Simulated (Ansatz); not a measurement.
# C2H4BS: the cost of one run

All numbers below are computed with Ansatz 0.2.0 (RKS BHLYP-D4/6-31G*).

### Step 1. The system as given

Bond lengths: B1–S2 1.734 Å, S2–C3 1.849 Å, C3–C4 1.328 Å, B1–H5 1.180 Å, B1–H6 1.185 Å, C4–H7 1.092 Å, C4–H8 1.104 Å. Angles: B1–S2–C3 106.7°, S2–B1–H5 122.5°, S2–B1–H6 117.8°, H5–B1–H6 119.6°, S2–C3–C4 113.8°, C3–C4–H7 118.2°, C3–C4–H8 128.9°, H7–C4–H8 112.9°.

Structure file:

```xyz
8

B    -0.2994    1.4337    0.7584
S     0.9613    1.1213   -0.3897
C     1.2426   -0.7065   -0.3867
C     0.1579   -1.4159   -0.6780
H    -0.9548    0.5736    1.2315
H    -0.4912    2.5593    1.0769
H     0.2415   -2.5048   -0.6881
H    -0.8579   -1.0608   -0.9243
```

### Step 2. Relaxing end A

Input file input.yaml:

```yaml
crystal:
  periodic: [false, false, false]
  atoms:
    - { symbol: B, position_ang: [-0.29941, 1.43372, 0.75845] }
    - { symbol: S, position_ang: [0.96133, 1.12133, -0.38971] }
    - { symbol: C, position_ang: [1.24262, -0.70648, -0.38672] }
    - { symbol: C, position_ang: [0.15794, -1.41592, -0.67804] }
    - { symbol: H, position_ang: [-0.95484, 0.5736, 1.23146] }
    - { symbol: H, position_ang: [-0.49119, 2.55935, 1.0769] }
    - { symbol: H, position_ang: [0.24149, -2.50483, -0.68807] }
    - { symbol: H, position_ang: [-0.85792, -1.06076, -0.92428] }
total_charge: -1
basis:
  gaussian: { orbitals: "6-31G*" }
hamiltonian:
  xc: { name: BHLYP }
  dispersion: d4
relax:
  f_tol: 0.015
  max_steps: 40
```

Run with:

```sh
$ ansatz run input.yaml --threads 1 --pin off --max-ram 2048MiB --backend cpu --events-out ev --progress --plain --runs-dir out
```

**Question.** How long does this run take on 1 thread of Arm Neoverse V1, shared host, and how much memory does it need?

About 33 s, with a peak of 0.14 GiB.
